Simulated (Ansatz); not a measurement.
Working through a ladder of methods at one geometry of CH₅BFNO, SMILES NBOCF

Computed with Ansatz 0.2.0, Python API.

Run as a notebook:

```python
from pathlib import Path

import ansatz as az
from ase import Atoms
import numpy as np
```

```python
BASIS_SET = "cc-pVDZ"
```

```python
atoms = Atoms(["N", "B", "O", "C", "F", "H", "H", "H", "H", "H"], positions=[
    [1.768, 0.4582, -0.4375],
    [0.7816, -0.0419, 0.6084],
    [-0.5016, 0.6535, 0.8062],
    [-1.4843, 0.0209, 0.0208],
    [-2.6902, 0.6658, 0.2176],
    [2.5982, -0.1752, -0.4086],
    [1.3188, 0.3266, -1.3712],
    [1.0702, -0.9489, 1.3104],
    [-1.2411, 0.0859, -1.0651],
    [-1.6197, -1.045, 0.3189],
])
system = az.Crystal.molecule_from_ase(atoms)
```

```python
base = system.calculation().basis(gaussian=BASIS_SET)

print("functional    E (Ha)        dipole (D)   HOMO (eV)  LUMO (eV)")
for name in ["pbe0", "pbe", "hf", "lda"]:
    r = base.functional(name).forces().orbitals().run(threads=1, runs_dir="runs").report
    lines = Path(r["orbitals_path"]).read_text().splitlines()
    field_of = lambda key: [line.split("=")[1].strip() for line in lines if line.startswith(key)]
    orbitals = [(27.211386 * float(e), s, float(n)) for e, s, n in zip(field_of("Ene="), field_of("Spin="), field_of("Occup="))]
    homo = max(e for e, _, n in orbitals if n > 0.5)
    lumo = min(e for e, _, n in orbitals if n < 0.5)
    dipole = 4.803205 * np.linalg.norm(r["charge_distribution"]["dipole_moment_e_ang"])
    print(f"{name:10s} {r['free_energy_ev'] / 27.211386246:14.6f} {dipole:9.3f} {homo:11.3f} {lumo:10.3f}")
```

    functional    E (Ha)        dipole (D)   HOMO (eV)  LUMO (eV)
    pbe0          -295.505763     3.803      -7.806     -0.693
    pbe           -295.489676     3.535      -6.119     -1.674
    hf            -294.263440     4.287     -11.804      3.051
    lda           -293.531088     3.682      -6.215     -1.932

Notes:
- Total energies depend on the basis set; only differences at equal settings carry meaning.
- The geometry is a force-field or estimated start, not a minimum of this method, and the basis set is short of its limit. A lower total doesn't mark the better method: functionals have no common bound, and MP2 and coupled cluster aren't variational.
- Levels such as HOMO and LUMO are orbital energies: with these approximate functionals they aren't the ionisation energy and electron affinity, and their gap isn't the fundamental gap.
- Finished in 8.5 s on 1 thread of Intel(R) Xeon(R) Platinum 8488C (Sapphire Rapids), with other jobs on the host, peak memory 0.25 GiB.

(Lines on the test bed's own set-up are left out of the output.)
